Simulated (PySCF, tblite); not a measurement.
# C₅H₄F₂O₃: a rotation path, then NMR shifts on frames, part 2 of 2

tblite 0.8.0 and PySCF 2.14.0. Atoms count from 0. The steps go on from the part before.

### Step 5. Nuclear shieldings: image 4, PBE0/pcSseg-1

Job settings and geometry (Å):

```
{"job": {"kind": "nmr", "xc": "PBE0", "basis": "pcSseg-1", "pop": false}, "charge": 0, "multiplicity": 1}
C     -2.478000    -0.254500    -0.187000
O     -1.332600    -1.091600    -0.388200
C     -0.159400    -0.533900    -0.116300
C      0.685600     0.176600    -0.871700
F      0.506100     0.532100    -2.143700
C      1.920800     0.506300    -0.093200
F      2.105000     1.855500     0.085200
C      1.588900    -0.172900     1.260000
O      2.263900    -0.213500     2.234400
O      0.363400    -0.734300     1.163500
H     -3.333200    -0.863000    -0.468600
H     -2.421100     0.628800    -0.827500
H     -2.560100     0.046400     0.859500
H      2.850100     0.117600    -0.528500
```

Method: GIAO PBE0/pcSseg-1 NMR shielding, non-relativistic, gas phase.

What it wrote:

```text
coarse grid: 13344 points
cycle   1  E = -617.1874139080  dE =  2.082e+00  |g| = 1.161e+00  |ddm| = 3.561e+00
cycle   2  E = -616.5004825177  dE =  6.869e-01  |g| = 2.271e+00  |ddm| = 2.325e+00
cycle   3  E = -617.4103940653  dE = -9.099e-01  |g| = 2.926e-01  |ddm| = 1.721e+00
cycle   4  E = -617.4225778334  dE = -1.218e-02  |g| = 1.456e-01  |ddm| = 2.651e-01
cycle   5  E = -617.4260000707  dE = -3.422e-03  |g| = 2.666e-02  |ddm| = 9.195e-02
cycle   6  E = -617.4261236366  dE = -1.236e-04  |g| = 1.343e-02  |ddm| = 3.060e-02
cycle   7  E = -617.4261634435  dE = -3.981e-05  |g| = 2.714e-03  |ddm| = 1.199e-02
cycle   8  E = -617.4261648187  dE = -1.375e-06  |g| = 9.149e-04  |ddm| = 2.440e-03
final grid: 134360 points
cycle   9  E = -617.5302808158  dE = -2.974e-05  |g| = 1.562e-02  |ddm| = 2.774e-02
cycle  10  E = -617.5302067826  dE =  7.403e-05  |g| = 2.592e-02  |ddm| = 2.465e-02
cycle  11  E = -617.5303214295  dE = -1.146e-04  |g| = 2.842e-03  |ddm| = 1.647e-02
cycle  12  E = -617.5303229368  dE = -1.507e-06  |g| = 4.972e-04  |ddm| = 1.925e-03
cycle  13  E = -617.5303229700  dE = -3.323e-08  |g| = 2.280e-04  |ddm| = 4.542e-04
cycle  14  E = -617.5303229804  dE = -1.039e-08  |g| = 6.426e-05  |ddm| = 1.955e-04
cycle  15  E = -617.5303229812  dE = -8.577e-10  |g| = 1.957e-05  |ddm| = 6.681e-05
converged SCF energy = -617.5303229812

GIAO shielding tensors (ppm)
atom      isotropic    diamagn.    paramagn.     s11        s22        s33       span
  0 C      122.059     244.789    -122.730     84.875     97.612    183.691     98.816
  1 O      267.066     395.415    -128.349    211.006    256.566    333.624    122.618
  2 C       27.192     253.240    -226.048    -57.493     60.429     78.640    136.133
  3 C       47.486     251.579    -204.093     -8.225     72.229     78.453     86.678
  4 F      362.547     472.096    -109.549    316.471    320.887    450.282    133.810
  5 C       97.969     250.837    -152.867     71.075     97.825    125.008     53.932
  6 F      389.826     469.679     -79.853    364.134    395.218    410.126     45.992
  7 C       20.509     248.070    -227.561    -86.174     67.165     80.536    166.710
  8 O     -133.971     394.845    -528.817   -450.570   -264.023    312.680    763.250
  9 O       82.512     403.060    -320.548    -70.718    127.382    190.872    261.591
 10 H       27.389      27.430      -0.040     23.989     24.972     33.208      9.219
 11 H       27.692      29.257      -1.565     23.969     26.258     32.850      8.882
 12 H       27.538      29.018      -1.481     23.898     25.661     33.054      9.156
 13 H       25.949      27.596      -1.647     22.808     25.918     29.120      6.312
```

Run time: 75 s. Hardware: 1 thread, shared host.

This run: δ C7 166.4, C2 159.7, C3 139.4, C5 89.0, H13 5.77, H10 4.33 ppm.

### Step 6. NMR shieldings: image 6, PBE0/pcSseg-1

Job settings and geometry (Å):

```
{"job": {"kind": "nmr", "xc": "PBE0", "basis": "pcSseg-1", "pop": false}, "charge": 0, "multiplicity": 1}
C     -2.443300    -0.243200    -0.374800
O     -1.401200    -1.074100     0.132000
C     -0.184100    -0.550500     0.154500
C      0.509100     0.265300    -0.653600
F      0.108800     0.776000    -1.829600
C      1.857100     0.537900    -0.067600
F      2.052800     1.861900     0.250700
C      1.779200    -0.313100     1.221500
O      2.600000    -0.433500     2.068500
O      0.570700    -0.925200     1.251900
H     -3.324000    -0.878000    -0.427800
H     -2.205300     0.148300    -1.363800
H     -2.625200     0.584500     0.315500
H      2.704700     0.243400    -0.699400
```

Method: GIAO PBE0/pcSseg-1 NMR shielding, non-relativistic, gas phase.

What it wrote:

```text
coarse grid: 13344 points
cycle   1  E = -617.1900134012  dE =  2.096e+00  |g| = 1.159e+00  |ddm| = 3.561e+00
cycle   2  E = -616.4941989854  dE =  6.958e-01  |g| = 2.282e+00  |ddm| = 2.302e+00
cycle   3  E = -617.4127626154  dE = -9.186e-01  |g| = 2.846e-01  |ddm| = 1.710e+00
cycle   4  E = -617.4241688893  dE = -1.141e-02  |g| = 1.453e-01  |ddm| = 2.618e-01
cycle   5  E = -617.4275578847  dE = -3.389e-03  |g| = 2.675e-02  |ddm| = 9.065e-02
cycle   6  E = -617.4276823136  dE = -1.244e-04  |g| = 1.379e-02  |ddm| = 3.120e-02
cycle   7  E = -617.4277246288  dE = -4.232e-05  |g| = 2.806e-03  |ddm| = 1.251e-02
cycle   8  E = -617.4277260846  dE = -1.456e-06  |g| = 9.005e-04  |ddm| = 2.449e-03
final grid: 134360 points
cycle   9  E = -617.5322469525  dE = -2.387e-05  |g| = 1.596e-02  |ddm| = 2.838e-02
cycle  10  E = -617.5321599889  dE =  8.696e-05  |g| = 2.734e-02  |ddm| = 2.630e-02
cycle  11  E = -617.5322898917  dE = -1.299e-04  |g| = 2.758e-03  |ddm| = 1.776e-02
cycle  12  E = -617.5322913684  dE = -1.477e-06  |g| = 4.994e-04  |ddm| = 1.963e-03
cycle  13  E = -617.5322914009  dE = -3.248e-08  |g| = 2.337e-04  |ddm| = 4.531e-04
cycle  14  E = -617.5322914117  dE = -1.079e-08  |g| = 6.980e-05  |ddm| = 2.063e-04
cycle  15  E = -617.5322914127  dE = -1.002e-09  |g| = 2.081e-05  |ddm| = 6.767e-05
cycle  16  E = -617.5322914128  dE = -9.231e-11  |g| = 4.209e-06  |ddm| = 2.010e-05
converged SCF energy = -617.5322914128

GIAO shielding tensors (ppm)
atom      isotropic    diamagn.    paramagn.     s11        s22        s33       span
  0 C      125.764     245.278    -119.514     93.707    100.072    183.514     89.807
  1 O      241.177     395.898    -154.720    141.981    275.496    306.055    164.074
  2 C       27.899     251.743    -223.845    -56.025     62.322     77.398    133.423
  3 C       53.867     252.452    -198.585      5.667     75.832     80.102     74.435
  4 F      375.829     473.213     -97.384    326.980    358.672    441.836    114.856
  5 C       97.629     249.015    -151.387     69.477     98.544    124.865     55.388
  6 F      382.813     469.656     -86.843    356.186    385.492    406.762     50.575
  7 C       19.994     248.540    -228.546    -87.553     64.641     82.893    170.447
  8 O     -133.182     394.111    -527.293   -449.661   -262.165    312.281    761.942
  9 O       80.054     401.908    -321.854    -70.784    124.790    186.158    256.941
 10 H       27.424      27.412       0.012     23.759     25.257     33.255      9.495
 11 H       27.145      29.362      -2.217     22.549     27.203     31.684      9.135
 12 H       27.625      29.107      -1.482     24.337     25.478     33.061      8.724
 13 H       25.829      27.661      -1.832     22.491     25.991     29.006      6.515
```

Wall time 86 s (1 thread, shared host).

Key values: δ C7 166.9, C2 159.0, C3 133.1, C5 89.3, H13 5.89, H11 4.57 ppm.

### Step 7. NMR shieldings: image 8, PBE0/pcSseg-1

Job settings and geometry (Å):

```
{"job": {"kind": "nmr", "xc": "PBE0", "basis": "pcSseg-1", "pop": false}, "charge": 0, "multiplicity": 1}
C     -2.413800    -0.338100    -0.506200
O     -1.483000    -0.845200     0.440400
C     -0.243600    -0.385800     0.362000
C      0.397500     0.478000    -0.438700
F     -0.106000     1.149200    -1.492300
C      1.834700     0.569800    -0.036000
F      2.210400     1.821000     0.395100
C      1.858100    -0.423100     1.149000
O      2.778100    -0.727300     1.830900
O      0.605600    -0.923500     1.306700
H     -3.360000    -0.815400    -0.263000
H     -2.116800    -0.596500    -1.524900
H     -2.509200     0.746400    -0.422000
H      2.547400     0.290000    -0.823100
```

Level: GIAO PBE0/pcSseg-1 NMR shielding, non-relativistic, gas phase.

What it wrote:

```text
coarse grid: 13344 points
cycle   1  E = -617.1934625177  dE =  2.101e+00  |g| = 1.157e+00  |ddm| = 3.565e+00
cycle   2  E = -616.4993825640  dE =  6.941e-01  |g| = 2.280e+00  |ddm| = 2.273e+00
cycle   3  E = -617.4155229740  dE = -9.161e-01  |g| = 2.840e-01  |ddm| = 1.683e+00
cycle   4  E = -617.4269407640  dE = -1.142e-02  |g| = 1.439e-01  |ddm| = 2.601e-01
cycle   5  E = -617.4302569403  dE = -3.316e-03  |g| = 2.665e-02  |ddm| = 8.909e-02
cycle   6  E = -617.4303795108  dE = -1.226e-04  |g| = 1.383e-02  |ddm| = 3.072e-02
cycle   7  E = -617.4304216753  dE = -4.216e-05  |g| = 2.826e-03  |ddm| = 1.242e-02
cycle   8  E = -617.4304231298  dE = -1.454e-06  |g| = 9.002e-04  |ddm| = 2.389e-03
final grid: 134360 points
cycle   9  E = -617.5341820639  dE = -2.400e-05  |g| = 1.609e-02  |ddm| = 2.760e-02
cycle  10  E = -617.5340946447  dE =  8.742e-05  |g| = 2.750e-02  |ddm| = 2.600e-02
cycle  11  E = -617.5342254200  dE = -1.308e-04  |g| = 2.751e-03  |ddm| = 1.761e-02
cycle  12  E = -617.5342269133  dE = -1.493e-06  |g| = 4.854e-04  |ddm| = 1.986e-03
cycle  13  E = -617.5342269433  dE = -3.000e-08  |g| = 2.339e-04  |ddm| = 4.378e-04
cycle  14  E = -617.5342269539  dE = -1.056e-08  |g| = 7.079e-05  |ddm| = 2.002e-04
cycle  15  E = -617.5342269549  dE = -1.005e-09  |g| = 1.937e-05  |ddm| = 6.591e-05
cycle  16  E = -617.5342269549  dE = -7.867e-11  |g| = 3.957e-06  |ddm| = 1.840e-05
converged SCF energy = -617.5342269549

GIAO shielding tensors (ppm)
atom      isotropic    diamagn.    paramagn.     s11        s22        s33       span
  0 C      127.247     245.026    -117.779     99.725    101.368    180.649     80.924
  1 O      226.256     395.902    -169.646    114.383    275.314    289.069    174.686
  2 C       29.179     251.472    -222.293    -53.522     62.444     78.616    132.137
  3 C       57.239     253.006    -195.768     11.506     75.741     84.470     72.964
  4 F      389.811     474.109     -84.298    353.208    375.591    440.634     87.426
  5 C       97.346     248.716    -151.369     68.433     99.029    124.577     56.143
  6 F      380.725     468.602     -87.877    353.657    383.957    404.561     50.904
  7 C       20.459     248.697    -228.238    -87.820     64.923     84.275    172.094
  8 O     -133.951     393.802    -527.753   -449.424   -260.984    308.555    757.979
  9 O       84.712     401.672    -316.960    -66.743    131.341    189.537    256.281
 10 H       27.419      27.207       0.212     23.550     25.519     33.187      9.637
 11 H       27.420      29.210      -1.790     23.913     25.918     32.429      8.515
 12 H       27.333      29.167      -1.834     23.950     25.907     32.141      8.191
 13 H       25.782      28.077      -2.295     22.300     26.131     28.914      6.613
```

Run time: 82 s. Hardware: 1 thread, shared host.

Key values: δ C7 166.5, C2 157.7, C3 129.7, C5 89.6, H13 5.94, H12 4.38 ppm.

### Step 8. Comparing the runs: NMR shifts

Shifts (ppm) of some atoms, chosen among heavy atoms and hydrogens apart, with basis size and wall time:

| frame | C3 | H11 | H12 | O9 | O1 | F6 | F4 | functions | time |
| --- | --- | --- | --- | --- | --- | --- | --- | --- | --- |
| image 0 | 129.2 | 4.07 | 4.05 | 239.4 | 86.0 | -210.6 | -211.5 | 190 | 77 s |
| image 2 | 134.5 | 3.69 | 4.36 | 241.2 | 80.8 | -212.9 | -201.1 | 190 | 71 s |
| image 4 | 139.4 | 4.02 | 4.18 | 253.6 | 69.0 | -218.9 | -191.6 | 190 | 75 s |
| image 6 | 133.1 | 4.57 | 4.09 | 256.0 | 94.9 | -211.9 | -204.9 | 190 | 86 s |
| image 8 | 129.7 | 4.30 | 4.38 | 251.4 | 109.8 | -209.8 | -218.9 | 190 | 82 s |

### Step 9. Results

This closing draws on all 2 parts.

```
                                         quantity                                value
                                          barrier   0.195 eV (4.5 kcal/mol) at image 4
                            end to end (GFN2-xTB)                             0.035 eV
  13C shifts against TMS (PBE0/pcSseg-1, image 0)  166.8, 155.3, 129.2, 89.6, 57.3 ppm
   1H shifts against TMS (PBE0/pcSseg-1, image 0)           5.92, 4.09, 4.07, 4.05 ppm
  17O shifts against H2O (PBE0/pcSseg-1, image 0)               469.3, 239.4, 86.0 ppm
19F shifts against CFCl3 (PBE0/pcSseg-1, image 0)                   -210.6, -211.5 ppm
                         range of the shift of O1                    69.0 to 109.8 ppm
```

**Reading.** Along the band the dihedral turns by 179°, and the top (dihedral 94°) lies 4.5 kcal/mol above the start (GFN2-xTB, rough), so at room temperature this motion is fast. Ends this close can change order at a higher level. The top was not checked by a frequency run. Shifts at one fixed geometry are not the observed spectrum, which averages over the motion. In the first frame run (image 0): The widest tensor belongs to O8: span 760 ppm, with a paramagnetic part of -529 ppm. Across the 5 runs the shift of O1 moves most, between 69.0 (image 4) and 109.8 ppm (image 8).
